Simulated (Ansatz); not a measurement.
**GeH4N: short molecular-dynamics run in Python**

A script is to give a short molecular-dynamics run; the system is GeH4N. SMILES: [NH2][GeH2].

Program: Ansatz 0.2.0 through its Python package. Level of theory: BLYP/def2-SVP. These are calculated values, not measurements.

## (1) The system

Bond lengths: N1–Ge2 1.912 Å, N1–H3 0.962 Å, N1–H4 1.010 Å, Ge2–H5 1.565 Å, Ge2–H6 1.560 Å. Angles: N1–Ge2–H5 109.0°, N1–Ge2–H6 108.8°, H5–Ge2–H6 109.2°, Ge2–N1–H3 106.1°, Ge2–N1–H4 104.2°, H3–N1–H4 109.2°.

The script holds or builds the structure itself.

## (2) The code

Contents of md_geh4n.py:

```python
"""Molecular dynamics of one GeH4N molecule."""

import ansatz as az
from ase import Atoms
import numpy as np

atoms = Atoms(["N", "Ge", "H", "H", "H", "H"], positions=[
    (-0.2268, -1.0858, -0.0471),
    (-0.4526, 0.812, -0.0976),
    (0.6996, -1.2501, -0.2487),
    (-0.405, -1.3308, 0.9167),
    (-0.0726, 1.3318, -1.5243),
    (0.4994, 1.4589, 0.9548),
])
geh4n = az.Crystal.molecule_from_ase(atoms)

setup = (
    geh4n.calculation()
    .basis(gaussian="def2-SVP")
    .functional("blyp")
    .spin("collinear", total=1)
    .md("nve", timestep=0.5, steps=40, temperature=300, initial_velocities="maxwell_boltzmann", seed=29)
)
frames = []
setup.session().plan().execute(on_event=lambda e: frames.append(e["data"]) if e["event"] == "md_step" else None)
print("t (fs)   E_pot (eV)      E_kin (eV)   T (K)   d(0-1) (A)")
for f in frames[::3]:
    xyz = np.array(f["positions_ang"])
    print(f"{f['time_fs']:6.2f} {f['lagrangian_ev']:14.5f} {f['e_kin_ev']:10.5f} {f['temperature_k']:8.1f} {np.linalg.norm(xyz[0] - xyz[1]):9.4f}")
kept = np.array([f["conserved_ev"] for f in frames])
print(f"conserved energy moves by at most {1000 * np.ptp(kept):.3f} meV")
```

## (3) What the engine is handed

The package turns the script's settings into the engine's input:

```yaml
crystal:
  periodic: [false, false, false]
  atoms:
    - { symbol: "N", position_ang: [-0.2268, -1.0858, -0.0471] }
    - { symbol: Ge, position_ang: [-0.4526, 0.812, -0.0976] }
    - { symbol: H, position_ang: [0.6996, -1.2501, -0.2487] }
    - { symbol: H, position_ang: [-0.405, -1.3308, 0.9167] }
    - { symbol: H, position_ang: [-0.0726, 1.3318, -1.5243] }
    - { symbol: H, position_ang: [0.4994, 1.4589, 0.9548] }
basis:
  gaussian:
    orbitals: def2-SVP
hamiltonian:
  xc: blyp
magnetization:
  spin_polarized: true
  initial_magnetization: 1.0
md:
  timestep: 0.5
  n_steps: 40
  ensemble: nve
  temperature: 300.0
  initial_velocities: maxwell_boltzmann
  seed: 29
```

## (4) Running it

Started as:

```sh
$ python md_geh4n.py
```

Standard output:

```text
t (fs)   E_pot (eV)      E_kin (eV)   T (K)   d(0-1) (A)
  0.00   -58064.43411    0.15511    300.0    1.9119
  1.50   -58064.52240    0.24030    464.8    1.9044
  3.00   -58064.41551    0.13588    262.8    1.8952
  4.50   -58064.34484    0.06631    128.2    1.8857
  6.00   -58064.45613    0.17608    340.6    1.8764
  7.50   -58064.55027    0.26788    518.1    1.8676
  9.00   -58064.44171    0.16342    316.1    1.8584
 10.50   -58064.51885    0.23779    459.9    1.8478
 12.00   -58064.55620    0.27475    531.4    1.8367
 13.50   -58064.43433    0.15524    300.3    1.8278
 15.00   -58064.42597    0.14726    284.8    1.8233
 16.50   -58064.57769    0.29675    573.9    1.8240
 18.00   -58064.61876    0.33695    651.7    1.8287
 19.50   -58064.53758    0.25974    502.4    1.8342
conserved energy moves by at most 4.552 meV
```

Run time: 86 s. Hardware: 1 thread of Arm Neoverse V1, shared host; peak memory 0.19 GiB.

Lines on the test bed's own set-up are left out of the output.

## (5) What the engine kept of the run

From the engine's report, whether the script printed it or not:

```csv
item,value
SCF cycles in all,336
orbitals,66
total energy (eV),-58064.57022
```

## (6) The trajectory

One row in 2:

```csv
time (fs),T (K),change of potential energy (meV/atom),change of conserved energy (meV/atom),mean square move (Å²)
0.0,300,0.0,0.00,0.0000
1.0,445,-13.0,-0.50,0.0005
2.0,429,-11.5,-0.41,0.0024
3.0,263,3.1,-0.11,0.0049
4.0,135,14.3,0.06,0.0069
5.0,166,11.6,0.04,0.0074
6.0,341,-3.7,-0.18,0.0068
7.0,505,-18.2,-0.50,0.0060
8.0,470,-15.1,-0.45,0.0063
9.0,316,-1.3,0.12,0.0079
10.0,366,-5.8,-0.05,0.0102
11.0,536,-20.9,-0.52,0.0133
12.0,531,-20.3,-0.41,0.0177
13.0,376,-6.7,-0.12,0.0232
14.0,253,4.1,0.05,0.0285
15.0,285,1.4,0.05,0.0329
16.0,467,-14.6,-0.16,0.0364
17.0,655,-31.1,-0.49,0.0401
18.0,652,-30.8,-0.47,0.0454
19.0,512,-18.2,0.11,0.0530
20.0,563,-22.6,-0.02,0.0630
```

Positions (Å) and forces (eV/Å) at 20.0 fs:

```xyz
6

N    -0.226   -1.018   -0.032   -1.891    1.369    1.268
Ge   -0.450    0.802   -0.096   -0.505    0.426   -1.084
H     0.457   -1.444   -0.558    2.244   -1.387   -2.048
H    -0.252   -1.434    0.878   -0.152   -0.487    1.025
H     0.104    1.205   -1.539   -0.050   -0.073    0.395
H     0.245    1.636    1.004    0.354    0.153    0.443
```

## (7) What came out

| quantity | value |
| --- | --- |
| total energy | -58064.5702 eV |
| dipole moment | 1.56 D |
| <S²> of the mean field (pure state) | 0.751 (0.75) |
| length of the run | 40 steps, 20 fs |
| mean temperature, second half | 473 K |
| farthest move | 0.44 Å |
| largest change of the conserved energy | 0.57 meV/atom |

The temperature swings between 128 and 684 K, with a mean of 473 K in the second half; 6 atoms fluctuate widely. The conserved energy stays within 0.57 meV/atom, so the time step holds. A run of 20 fs is far too short for averages. What to keep in mind:
- The trajectory is only some femtoseconds long, and gives no averages; where the script doesn't relax first, it starts from a rough generated geometry.
- The species is open-shell (spin multiplicity 2).
- The temperature counts the internal degrees of freedom alone.
